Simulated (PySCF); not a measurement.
# C6H6ClF: the cost of one run

Programs: PySCF 2.14.0, with routines of our own; each step states its level. All values are computed. Atoms count from 0.

## 1. The system as given

14 atoms, charge 0, multiplicity 1; geometry from: GFN2-xTB.

## 2. Relaxing the molecule at PBE0-D3(BJ)/def2-SVP

The job: settings as JSON, then the geometry in Å.

```
{"job": {"xc": "PBE0", "basis": "def2-SVP", "d3": "d3bj", "grid": 2, "kind": "geom"}, "charge": 0, "multiplicity": 1}
F     -4.202338    -0.097930     0.434834
C     -2.995287     0.479191     0.350014
C     -1.887721    -0.239320     0.181348
C     -0.583416     0.350028     0.086853
C      0.542976    -0.365054    -0.085313
C      1.847542     0.223645    -0.180703
C      2.956261    -0.500196    -0.351714
Cl     4.514590     0.200972    -0.465879
H     -3.051500     1.554681     0.434124
H     -1.963638    -1.315200     0.111214
H     -0.530983     1.427943     0.160414
H      0.487404    -1.442890    -0.158524
H      1.911560     1.300382    -0.109137
H      2.953871    -1.576726    -0.429698
```

On the command line:

```sh
> OMP_NUM_THREADS=1 python excited_run.py task.json out
```

This one command runs all jobs of the session in turn.

**Question.** How long does this first job take on 1 thread of Arm Neoverse V2, shared host, and how much memory does it need?

About 38 s, with a peak of 0.72 GiB.
